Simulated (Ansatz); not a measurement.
# TiSn: the cost of one run

Program: Ansatz 0.2.0. Level of theory: DFT PBE, scalar-relativistic, plane waves, PAW. These are calculated values, not measurements.

1 further run of the same task is left out (set aside as unsound or not needed).

**1. The structure to begin with**

The structure is cubic, space group Fm-3m (No. 225). The conventional cell has a = 5.601 Å, b = 5.601 Å, c = 5.601 Å, α = 90.00°, β = 90.00°, γ = 90.00°. Ti (site symmetry m-3m) has 6 Sn at 2.80 Å as nearest neighbours. Sn (site symmetry m-3m) is surrounded by 6 Ti at 2.80 Å.

Coordinates:

```
CELL_PARAMETERS angstrom
0.00000 2.80064 2.80064
2.80064 0.00000 2.80064
2.80064 2.80064 0.00000
ATOMIC_POSITIONS crystal
Ti 0.50000 0.50000 0.50000
Sn 0.00000 0.00000 0.00000
```

The cell was relaxed beforehand at this level, from a generated guess; it is a trial structure. At a tolerance of 0.05 Å it has space group Fm-3m (No. 225); it has 21.97 Å³/atom, an uncorrected energy of -0.06 eV/atom over the elements.

**2. Bands, states and charges**

Input file input.yaml:

```yaml
crystal:
  lattice:
    - [0.0, 2.8006375939, 2.8006375939]
    - [2.8006375939, 0.0, 2.8006375939]
    - [2.8006375939, 2.8006375939, 0.0]
  atoms:
    - { symbol: Ti, position: [0.5, 0.5, 0.5] }
    - { symbol: Sn, position: [0.0, 0.0, 0.0] }
basis:
  ecutwfc: 420
kpoints:
  mp_grid: { grid: [18, 18, 18] }
  band_path:
    path:
      - [[0.0, 0.0, 0.0], [0.5, 0.0, 0.5], [0.625, 0.25, 0.625]]
      - [[0.375, 0.375, 0.75], [0.0, 0.0, 0.0], [0.5, 0.5, 0.5], [0.5, 0.25, 0.75], [0.5, 0.0, 0.5]]
    npoints: 14
hamiltonian:
  xc: pbe
scf:
  occupations: { method: gaussian, width: 0.1 }
  n_extra_bands: 6
output:
  forces: true
  stress: true
  eigenvalues: true
  populations: true
  dos: { projected: true, de: 0.02, nscf_kmesh: { grid: [22, 22, 22] } }
  bader: true
  write_density: true
  write_potential: true
  elf: true
  volumetric_format: npy
```

Started as:

```bash
$ ansatz run input.yaml --threads 1 --pin off --max-ram 2048MiB --backend cpu --events-out ev --progress --plain --runs-dir out
```

**Question.** How long does this run take on 1 thread of Arm Neoverse V2, shared host, and how much memory does it need?

About 26 s, with a peak of 0.44 GiB.
